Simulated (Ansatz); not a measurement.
**Alloy of AlN and SiC (6 of 48 Al sites, 6 of 48 N sites exchanged), 96 atoms, part 1 of 2**

Aim: relax the alloy cell and compare the gap by PBEsol and HSE06.

Program: Ansatz 0.2.0, PAW, plane waves. These are calculated values, not measurements.

## (1) The system as built

96 atoms (42 Al, 6 Si, 42 N, 6 C); a = 9.328 Å, b = 10.771 Å, c = 9.982 Å, α = 90.00°, β = 90.00°, γ = 90.00°. All atoms were shaken off their sites by about 0.02 Å along each axis.

Steps to follow: (2) PBEsol cell relaxation at the single k point (¼, ¼, ¼), on 1 × NVIDIA H100 80GB HBM3 with 2 threads of AMD EPYC 7R13; (3) HSE06 single point at the single k point (¼, ¼, ¼), on 1 × NVIDIA H100 80GB HBM3 with 2 threads of AMD EPYC 7R13.

## (2) PBEsol relaxation of the cell and the positions

The input, in.yaml:

```yaml
crystal:
  lattice:
    - [9.327840, 0.000000, 0.000000]
    - [0.000000, 10.770862, 0.000000]
    - [0.000000, 0.000000, 9.982427]
  atoms:
    - { symbol: Al, position: [0.165501, 0.082044, 0.245607] }
    - { symbol: Al, position: [0.167306, 0.083467, 0.747088] }
    - { symbol: Al, position: [0.001811, 0.334322, 0.248544] }
    - { symbol: Al, position: [0.998400, 0.333153, 0.747795] }
    - { symbol: Al, position: [0.498510, 0.083352, 0.251138] }
    - { symbol: Al, position: [0.498400, 0.083257, 0.747698] }
    - { symbol: Al, position: [0.336670, 0.331577, 0.746467] }
    - { symbol: Al, position: [0.166796, 0.585002, 0.746848] }
    - { symbol: Al, position: [0.003583, 0.832780, 0.249278] }
    - { symbol: Al, position: [0.994860, 0.830533, 0.751120] }
    - { symbol: Al, position: [0.836301, 0.084480, 0.247940] }
    - { symbol: Al, position: [0.828647, 0.082363, 0.749860] }
    - { symbol: Al, position: [0.668840, 0.334155, 0.746905] }
    - { symbol: Al, position: [0.496206, 0.584956, 0.749617] }
    - { symbol: Al, position: [0.334758, 0.834818, 0.248163] }
    - { symbol: Al, position: [0.333628, 0.837169, 0.742396] }
    - { symbol: Al, position: [0.830935, 0.581617, 0.248530] }
    - { symbol: Al, position: [0.838024, 0.585794, 0.749586] }
    - { symbol: Al, position: [0.667508, 0.834994, 0.248573] }
    - { symbol: Al, position: [0.663471, 0.832183, 0.748446] }
    - { symbol: Al, position: [0.997355, 0.167456, 0.499543] }
    - { symbol: Al, position: [0.998347, 0.163644, 0.998667] }
    - { symbol: Al, position: [0.334085, 0.167858, 0.499586] }
    - { symbol: Al, position: [0.335337, 0.168666, 0.000590] }
    - { symbol: Al, position: [0.168167, 0.416849, 0.498083] }
    - { symbol: Al, position: [0.164014, 0.420024, 0.997179] }
    - { symbol: Al, position: [0.999013, 0.663999, 0.495972] }
    - { symbol: Al, position: [0.999346, 0.667065, 0.998707] }
    - { symbol: Al, position: [0.666008, 0.167178, 0.497581] }
    - { symbol: Al, position: [0.665458, 0.164845, 0.998963] }
    - { symbol: Al, position: [0.331934, 0.669438, 0.498479] }
    - { symbol: Al, position: [0.332509, 0.663011, 0.001511] }
    - { symbol: Al, position: [0.166574, 0.916353, 0.495608] }
    - { symbol: Al, position: [0.166433, 0.915786, 0.996595] }
    - { symbol: Al, position: [0.833839, 0.418458, 0.497195] }
    - { symbol: Al, position: [0.830885, 0.416078, 0.997698] }
    - { symbol: Al, position: [0.665159, 0.667547, 0.497894] }
    - { symbol: Al, position: [0.667449, 0.664641, 0.998298] }
    - { symbol: Al, position: [0.504088, 0.914628, 0.496780] }
    - { symbol: Al, position: [0.499748, 0.918404, 0.996724] }
    - { symbol: Al, position: [0.833409, 0.916567, 0.498143] }
    - { symbol: Al, position: [0.834436, 0.916580, 0.998857] }
    - { symbol: Si, position: [0.326968, 0.338315, 0.248039] }
    - { symbol: Si, position: [0.166323, 0.581272, 0.249812] }
    - { symbol: Si, position: [0.664472, 0.336119, 0.246261] }
    - { symbol: Si, position: [0.503782, 0.581036, 0.245980] }
    - { symbol: Si, position: [0.502698, 0.416154, 0.503937] }
    - { symbol: Si, position: [0.500599, 0.417788, 0.999160] }
    - { symbol: N, position: [0.002231, 0.167420, 0.187705] }
    - { symbol: N, position: [0.336301, 0.166397, 0.192447] }
    - { symbol: N, position: [0.331935, 0.165491, 0.688870] }
    - { symbol: N, position: [0.170014, 0.415736, 0.188552] }
    - { symbol: N, position: [0.162337, 0.416199, 0.687891] }
    - { symbol: N, position: [0.001054, 0.665526, 0.193078] }
    - { symbol: N, position: [0.005104, 0.667249, 0.688045] }
    - { symbol: N, position: [0.667898, 0.166318, 0.191243] }
    - { symbol: N, position: [0.498902, 0.415453, 0.191615] }
    - { symbol: N, position: [0.497710, 0.416629, 0.690057] }
    - { symbol: N, position: [0.332465, 0.665365, 0.188458] }
    - { symbol: N, position: [0.332283, 0.666035, 0.688013] }
    - { symbol: N, position: [0.166659, 0.916233, 0.188277] }
    - { symbol: N, position: [0.163644, 0.915852, 0.691105] }
    - { symbol: N, position: [0.832682, 0.414171, 0.188700] }
    - { symbol: N, position: [0.833757, 0.418269, 0.692581] }
    - { symbol: N, position: [0.668597, 0.665853, 0.191464] }
    - { symbol: N, position: [0.664753, 0.664694, 0.690618] }
    - { symbol: N, position: [0.500144, 0.917104, 0.188543] }
    - { symbol: N, position: [0.499726, 0.916023, 0.690733] }
    - { symbol: N, position: [0.834167, 0.916398, 0.189414] }
    - { symbol: N, position: [0.166674, 0.085043, 0.439966] }
    - { symbol: N, position: [0.166921, 0.083306, 0.938341] }
    - { symbol: N, position: [0.000088, 0.334860, 0.434709] }
    - { symbol: N, position: [0.003876, 0.333829, 0.940618] }
    - { symbol: N, position: [0.500825, 0.078832, 0.441296] }
    - { symbol: N, position: [0.334313, 0.332185, 0.440217] }
    - { symbol: N, position: [0.329989, 0.333277, 0.935672] }
    - { symbol: N, position: [0.163011, 0.584972, 0.441067] }
    - { symbol: N, position: [0.169497, 0.584668, 0.940159] }
    - { symbol: N, position: [0.996667, 0.831433, 0.435218] }
    - { symbol: N, position: [0.001644, 0.832340, 0.941071] }
    - { symbol: N, position: [0.667951, 0.334162, 0.439188] }
    - { symbol: N, position: [0.667955, 0.330850, 0.936634] }
    - { symbol: N, position: [0.500627, 0.580693, 0.439752] }
    - { symbol: N, position: [0.497945, 0.578687, 0.937574] }
    - { symbol: N, position: [0.331091, 0.830059, 0.438975] }
    - { symbol: N, position: [0.328774, 0.832580, 0.941147] }
    - { symbol: N, position: [0.834540, 0.584141, 0.440507] }
    - { symbol: N, position: [0.831901, 0.584267, 0.938972] }
    - { symbol: N, position: [0.664978, 0.833747, 0.440080] }
    - { symbol: N, position: [0.664698, 0.835752, 0.937453] }
    - { symbol: C, position: [0.999431, 0.164316, 0.684350] }
    - { symbol: C, position: [0.663987, 0.166826, 0.691076] }
    - { symbol: C, position: [0.835642, 0.919432, 0.689804] }
    - { symbol: C, position: [0.500266, 0.087097, 0.935902] }
    - { symbol: C, position: [0.832091, 0.085710, 0.441642] }
    - { symbol: C, position: [0.832277, 0.084508, 0.938839] }
  symmetry: { detect: false }
kpoints:
  mp_grid: { grid: [1, 1, 1], shift: [0.25, 0.25, 0.25] }
hamiltonian:
  xc: pbesol
scf:
  occupations: { method: fermi_dirac, width: 0.01 }
relax:
  f_tol: 0.03
  max_steps: 80
  escape_saddle: false
  adjacent_minimum: "off"
  cell: { fix: [alpha, beta, gamma] }
output:
  forces: true
  eigenvalues: true
  populations: true
```

Command:

```sh
$ ansatz run in.yaml --threads 2 --pin off --max-ram 20900MiB --runs-dir r --events-out ev --progress --plain --backend cuda --devices 0, --max-vram 18GiB
```

The program printed:

```text
Pseudopotentials: kind: paw
Functional definition: PBEsol
  exchange = pbesol_x
  correlation = pbesol_c
Crystal: 96 atoms, lattice volume = 1002.923 Å³
Basis set: ecut = 420 eV, 19601 PW (Γ), exchange–correlation on 128×144×144 points (8 copies of the dense FFT grid, shifted against one another)
Bands: 288, of which v1, the nominal top of the filled ones, is band 192 counted from 1 (191 counted from 0)
Symmetry: 1 space group operations
k-points: 1
Non-local potential: Al, projectors of the file, l = 0: 2, l = 1: 2, l = 2: 1
Non-local potential: Si, projectors of the file, l = 0: 2, l = 1: 2, l = 2: 2
Non-local potential: N, projectors of the file, l = 0: 2, l = 1: 2, l = 2: 1
Non-local potential: C, projectors of the file, l = 0: 2, l = 1: 2, l = 2: 1
PAW form: soft (Blöchl's): semilocal exchange-correlation on the pseudo side does not see the compensation charge
PAW frozen core: Al, regenerated for the run's functional, and the local potential with it (the file was generated under x = pbe(κ = 0.804, μ = 0.2195149727645171), c = pbe(β = 0.06672455060314922))
PAW frozen core: Si, regenerated for the run's functional, and the local potential with it (the file was generated under x = pbe(κ = 0.804, μ = 0.2195149727645171), c = pbe(β = 0.06672455060314922))
PAW frozen core: N, regenerated for the run's functional, and the local potential with it (the file was generated under x = pbe(κ = 0.804, μ = 0.2195149727645171), c = pbe(β = 0.06672455060314922))
PAW frozen core: C, regenerated for the run's functional, and the local potential with it (the file was generated under x = pbe(κ = 0.804, μ = 0.2195149727645171), c = pbe(β = 0.06672455060314922))
PAW one-centre angular grid: Al, 110 points (default); XC on 64 Gauss nodes
PAW one-centre angular grid: Si, 110 points (default); XC on 64 Gauss nodes
PAW one-centre angular grid: N, 110 points (default); XC on 64 Gauss nodes
PAW one-centre angular grid: C, 110 points (default); XC on 64 Gauss nodes
Initial density: superposition of atomic densities (neutral atoms: chi_scale 0, normalization atom), corrected by the library's trained network
Initial wavefunctions: pseudopotential atomic-orbital guess
Functional: x = pbesol(κ = 0.804, μ = 0.12345679012345678), c = pbesol(β = 0.046)
SCF iter   1: F=—  HF=-43239.859464 eV  |F-HF|=—  |Δ(HF+E_count)|=         —  Δρ=1.51e-2  dr2=1.20e1  ethr=1.77e-3  ⟨swp⟩=6.0  Hψ=1328  notcnv=0  defer=40
preconditioner: auto → Resta (q_TF=auto, 2.325 Å⁻¹)  ε∞=4.4  [insulator: Δε(μ)=1.236 eV  Ē_g=12.509 eV  σ=0.010 eV  W_gap=1.00  n_scr=218 (ndim 8)  ℏωp=23.0 eV  f_vac=0.000  D(μ)=0.00/eV (n_scr^D=0)  ε∞_Penn≈4.4]
SCF iter   2: F=—  HF=-43238.118835 eV  |F-HF|=—  |Δ(HF+E_count)|=    1.74e0  Δρ=6.66e-3  dr2=3.29e0  ethr=1.77e-3  ⟨swp⟩=1.0  Hψ=332  notcnv=0  defer=78
SCF iter   3: F=—  HF=-43238.389937 eV  |F-HF|=—  |Δ(HF+E_count)|=   2.71e-1  Δρ=1.98e-2  dr2=2.38e1  ethr=8.57e-4  ⟨swp⟩=2.0  Hψ=273  notcnv=0  defer=92  recentre
SCF iter   4: F=—  HF=-43237.726261 eV  |F-HF|=—  |Δ(HF+E_count)|=   6.64e-1  Δρ=3.00e-3  dr2=6.54e-1  ethr=8.57e-4  ⟨swp⟩=2.0  Hψ=335  notcnv=0  defer=89
SCF iter   5: F=—  HF=-43237.688669 eV  |F-HF|=—  |Δ(HF+E_count)|=   3.76e-2  Δρ=2.59e-3  dr2=4.32e-1  ethr=1.70e-4  ⟨swp⟩=2.0  Hψ=203  notcnv=0  defer=89
SCF iter   6: F=—  HF=-43237.666446 eV  |F-HF|=—  |Δ(HF+E_count)|=   2.22e-2  Δρ=9.87e-4  dr2=3.66e-2  ethr=1.12e-4  ⟨swp⟩=1.0  Hψ=199  notcnv=0  defer=89
SCF iter   7: F=—  HF=-43237.663064 eV  |F-HF|=—  |Δ(HF+E_count)|=   3.38e-3  Δρ=4.02e-4  dr2=3.38e-3  ethr=9.53e-6  ⟨swp⟩=2.0  Hψ=207  notcnv=0  defer=89
SCF iter   8: F=—  HF=-43237.664435 eV  |F-HF|=—  |Δ(HF+E_count)|=   1.37e-3  Δρ=3.37e-4  dr2=3.84e-3  ethr=8.80e-7  ⟨swp⟩=2.0  Hψ=396  notcnv=0  defer=89
SCF iter   9: F=—  HF=-43237.663558 eV  |F-HF|=—  |Δ(HF+E_count)|=   8.76e-4  Δρ=4.30e-5  dr2=7.79e-5  ethr=8.80e-7  ⟨swp⟩=2.0  Hψ=200  notcnv=0  defer=89
SCF iter  10: F=—  HF=-43237.663714 eV  |F-HF|=—  |Δ(HF+E_count)|=   1.56e-4  Δρ=2.64e-5  dr2=2.05e-5  ethr=2.03e-8  ⟨swp⟩=3.0  Hψ=482  notcnv=0  defer=89
SCF iter  11: F=—  HF=-43237.663712 eV  |F-HF|=—  |Δ(HF+E_count)|=   2.75e-6  Δρ=5.80e-6  dr2=1.65e-6  ethr=5.33e-9  ⟨swp⟩=2.0  Hψ=349  notcnv=0  defer=89
SCF iter  12: F=—  HF=-43237.663712 eV  |F-HF|=—  |Δ(HF+E_count)|=   6.32e-8  Δρ=1.91e-6  dr2=1.29e-7  ethr=4.29e-10  ⟨swp⟩=2.0  Hψ=200  notcnv=0  defer=89
SCF iter  13: F=-43237.663712 eV  HF=-43237.663712 eV  |F-HF|=1.30e-8  |Δ(HF+E_count)|=   6.09e-9  Δρ=5.61e-7  dr2=1.46e-8  ethr=2.60e-11  ⟨swp⟩=16.0  Hψ=1775  notcnv=0
SCF 1 converged in 13 iterations: F = -43237.663712 eV  dr2 = 1.46e-8
relax step   1: F+E_penalty+E_count = -43237.66371154 eV  Δ(F+E_penalty+E_count) = +0.000e0 eV  max|allowed force component| = 4.230e0 eV/Å  Δτ_max = 0.0000 Å  P = +2.608 GPa  Ω = 1002.923 Å³  fix = [alpha, beta, gamma]  reactions: alpha +0.175, beta -0.156, gamma +0.177 GPa/rad  (13 SCF iters, dr2 threshold 1.00e-7 eV, accepted)
[... from here on, the SCF cycles and remarks between the steps are left out ...]
relax step   2: F+E_penalty+E_count = -43243.90017181 eV  Δ(F+E_penalty+E_count) = -6.236e0 eV  max|allowed force component| = 3.050e0 eV/Å  Δτ_max = 0.1426 Å  P = +0.149 GPa  Ω = 1008.971 Å³  energy of the carried Pulay correction = -1.844e-2 eV  fix = [alpha, beta, gamma]  reactions: alpha +0.192, beta -0.094, gamma +0.103 GPa/rad  (6 SCF iters, dr2 threshold 9.60e-6 eV, accepted)
relax step   3: F+E_penalty+E_count = -43247.46001567 eV  Δ(F+E_penalty+E_count) = -3.560e0 eV  max|allowed force component| = 9.888e-1 eV/Å  Δτ_max = 0.2000 Å  P = -0.606 GPa  Ω = 1015.543 Å³  energy of the carried Pulay correction = -3.836e-2 eV  fix = [alpha, beta, gamma]  reactions: alpha +0.186, beta -0.134, gamma +0.107 GPa/rad  (6 SCF iters, dr2 threshold 9.60e-6 eV, accepted)
relax step   4: F+E_penalty+E_count = -43247.39945863 eV  Δ(F+E_penalty+E_count) = +6.056e-2 eV  max|allowed force component| = 1.310e0 eV/Å  Δτ_max = 0.2000 Å  P = +0.281 GPa  Ω = 1008.487 Å³  energy of the carried Pulay correction = -1.697e-2 eV  fix = [alpha, beta, gamma]  (6 SCF iters, dr2 threshold 9.60e-6 eV, rejected (line search))
relax step   5: F+E_penalty+E_count = -43247.85004747 eV  Δ(F+E_penalty+E_count) = -3.900e-1 eV  max|allowed force component| = 2.556e-1 eV/Å  Δτ_max = 0.1000 Å  P = -0.170 GPa  Ω = 1011.943 Å³  energy of the carried Pulay correction = -2.746e-2 eV  fix = [alpha, beta, gamma]  reactions: alpha +0.163, beta -0.113, gamma +0.142 GPa/rad  (9 SCF iters, accepted)
relax step   6: F+E_penalty+E_count = -43247.87663158 eV  Δ(F+E_penalty+E_count) = -2.658e-2 eV  max|allowed force component| = 7.448e-2 eV/Å  Δτ_max = 0.0247 Å  P = +0.013 GPa  Ω = 1010.981 Å³  energy of the carried Pulay correction = -2.455e-2 eV  fix = [alpha, beta, gamma]  reactions: alpha +0.169, beta -0.107, gamma +0.126 GPa/rad  (6 SCF iters, dr2 threshold 4.08e-6 eV, accepted)
relax step   7: F+E_penalty+E_count = -43247.88036963 eV  Δ(F+E_penalty+E_count) = -3.738e-3 eV  max|allowed force component| = 2.047e-2 eV/Å  Δτ_max = 0.0241 Å  P = +0.024 GPa  Ω = 1010.818 Å³  energy of the carried Pulay correction = -2.405e-2 eV  fix = [alpha, beta, gamma]  reactions: alpha +0.166, beta -0.109, gamma +0.149 GPa/rad  (6 SCF iters, dr2 threshold 3.47e-7 eV, accepted)
relax step   8: F+E_penalty+E_count = -43247.90341329 eV  Δ(F+E_penalty+E_count) = -2.304e-2 eV  max|allowed force component| = 2.015e-2 eV/Å  Δτ_max = 0.0000 Å  P = +0.050 GPa  Ω = 1010.818 Å³  fix = [alpha, beta, gamma]  reactions: alpha +0.161, beta -0.104, gamma +0.145 GPa/rad  stress off target by 7.57e-2 GPa on what of the cell is left free  SCF on the basis re-selected at this cell (its ene [...]
relax step   9: F+E_penalty+E_count = -43247.90292710 eV  Δ(F+E_penalty+E_count) = +4.862e-4 eV  max|allowed force component| = 3.766e-3 eV/Å  Δτ_max = 0.0026 Å  P = -0.000 GPa  Ω = 1011.076 Å³  energy of the carried Pulay correction = -7.639e-4 eV  fix = [alpha, beta, gamma]  reactions: alpha +0.162, beta -0.103, gamma +0.143 GPa/rad  (6 SCF iters, dr2 threshold 1.43e-8 eV, accepted)
relax step  10: F+E_penalty+E_count = -43247.90344764 eV  Δ(F+E_penalty+E_count) = -5.205e-4 eV  max|allowed force component| = 3.776e-3 eV/Å  Δτ_max = 0.0000 Å  P = +0.001 GPa  Ω = 1011.076 Å³  fix = [alpha, beta, gamma]  reactions: alpha +0.162, beta -0.103, gamma +0.143 GPa/rad  stress off target by 3.72e-3 GPa on what of the cell is left free  SCF on the basis re-selected at this cell (its ene [...]
SCF converged after 8 iterations
Free energy (F): -43247.903448 eV
Harris-Foulkes:  -43247.903448 eV  (|F-HF|=7.28e-12)
Internal energy: -43247.903448 eV  (E = F + TS)
E sigma→0 (E₀):  -43247.903448 eV
Fermi energy:    10.228514 eV
--- Per-component energies (eV) ---
  E_band       = 702.659197
  E_kinetic    = 7469.508968
  E_local      = -10565.493989  (includes V_loc(G=0)·N_el)
  E_nonlocal   = 2646.858965
  E_hartree    = 3672.731120
  E_xc         = -4850.992826
  E_vxc        = -5161.200058  (∫ρ·V_xc dr)
  E_paw        = -27829.103383  (= ΣΔE_a)
  E_vpaw       = -1032.480961  (= ΣTr[D̂ρ^β])
  E_aug_tail   = 0.004020  (compensation charges beyond the density's cutoff)
  E_ewald      = -13793.716279
  E_core_change = 2.299957  (= ΣΔE_core)
  E_smearing   = -0.000000  (= −TS)
  E_closure    = 0.000000  (closes the sum)
  Σ components = -43247.903448   (vs F -43247.903448, Δ=0.00e0)
--- Forces (eV/Å), atoms counted from 1 ---
  atom   1  Al     0.00066958     0.00105576    -0.00054502
  atom   2  Al     0.00086359     0.00037778    -0.00009838
[... 37 atoms left out ...]
  atom  40  Al    -0.00171869    -0.00250153     0.00065769
  atom  41  Al     0.00018221    -0.00308440     0.00143518
[... 1 atom left out ...]
  atom  43  Si    -0.00108008    -0.00276447    -0.00136748
[... 3 atoms left out ...]
  atom  47  Si    -0.00081145     0.00085758     0.00377550
[... 2 atoms left out ...]
  atom  50  N      0.00044851     0.00270589     0.00091955
[... 5 atoms left out ...]
  atom  56  N     -0.00020946     0.00270591     0.00082463
[... 12 atoms left out ...]
  atom  69  N      0.00072467    -0.00260991     0.00112724
[... 26 atoms left out ...]
  atom  96  C     -0.00176709     0.00011188    -0.00249864
  max |Σ_I F_I| component: 6.54e-5 eV/Å
--- Stress (GPa, compression-positive) ---
       -0.001300      -0.142902       0.103435
       -0.142900      -0.000444      -0.162067
        0.103435      -0.162075       0.003720
  P = ⅓ Tr σ = 0.0007 GPa (0.007 kbar)
--- Band table (eV) ---
  k-point 0: bands = [... 180 lower levels ..., "7.6741", "7.8053", "8.0051", "8.0834", "8.2770", "8.3934", "8.5396", "8.6091", "8.6707", "8.9312", "9.0011", "9.1632", "11.2938", "11.4451", "11.5417", "11.6531", "11.8428", "11.9389", "12.0351", "12.0659", "12.1751", "12.2884", "12.3795", "12.4885", ... 84 higher levels ...]
--- Relaxed structure (8 steps of the walk, 7 accepted, 2 SCFs on fresh bases) ---
  F+E_penalty+E_count = -43247.90344764 eV   max|allowed force component| = 3.776e-3 eV/Å   (the final SCF, on the basis selected at the relaxed cell)
  cell:  # Å, volume = 1011.0758 Å³
    - [9.399155050803225, 9.305912108038246e-143, -6.123615360043931e-144]
    - [1.0745541851040436e-142, 10.83504410838498, 1.2465987800807035e-143]
    - [-6.553343893947286e-144, 1.1553468348628623e-143, 9.928055863923152]
  atoms:
    - { symbol: Al, position: [0.16289941265782792, 0.08607592726654027, 0.25038469040239913] }
    - { symbol: Al, position: [0.16588403990057993, 0.08355953693376535, 0.7482141375360125] }
[... 94 atoms left out; the next input holds them all, rounded ...]
--- Löwdin populations: 96 sites ---
  site symbol       q [e]
     0     Al      1.9190
     1     Al      1.9784
[... 94 atoms left out ...]
  spilling = 0.009070 (of n_electrons = 384.000000)
```

Run time: 21 s. Hardware: 1 × NVIDIA H100 80GB HBM3 with 2 threads of AMD EPYC 7R13, shared host; peak host memory 1.3 GiB.

The walk (solves on a freshly chosen basis count as rows, and their energies jump a little):

```csv
accepted step,energy change (eV),largest force component (eV/Å),SCF cycles,pressure (GPa)
1,0.000,4.230,13,2.61
2,-6.236,3.050,6,0.15
3,-9.796,0.989,6,-0.61
4,-10.186,0.256,9,-0.17
5,-10.213,0.074,6,0.01
6,-10.217,0.020,6,0.02
7,-10.240,0.020,6,0.05
8,-10.239,0.004,6,0.00
9,-10.240,0.004,8,0.00
```

Largest shifts, less the median shift:

```csv
atom,shift (Å),dx,dy,dz
Al11,0.377,0.009,-0.034,-0.376
C95,0.324,0.015,-0.033,-0.322
N56,0.282,-0.120,0.252,-0.043
C96,0.269,-0.003,0.002,0.269
N82,0.254,-0.135,0.213,0.032
N81,0.254,-0.127,0.175,-0.133
N69,0.251,-0.003,-0.231,-0.099
N50,0.221,-0.064,0.211,0.016
```

|  | before | after | change |
| --- | --- | --- | --- |
| a (Å) | 9.328 | 9.399 | +0.76 % |
| b (Å) | 10.771 | 10.835 | +0.60 % |
| c (Å) | 9.982 | 9.928 | -0.54 % |
| volume (Å³/atom) | 10.447 | 10.532 | +0.81 % |

Bond lengths by pair after relaxation (within a distance cut, which drops stretched bonds):

```csv
pair,count,mean (Å),spread (Å),least,most
Al–C,24,1.917,0.055,1.840,2.089
Al–N,144,1.920,0.068,1.806,2.252
N–Si,24,1.791,0.068,1.682,1.980
```

At the single k point (¼, ¼, ¼) the filled levels end at 9.163 eV and the empty ones begin at 11.294 eV, a spacing of 2.13 eV.

(Continued in part 2 of 2.)
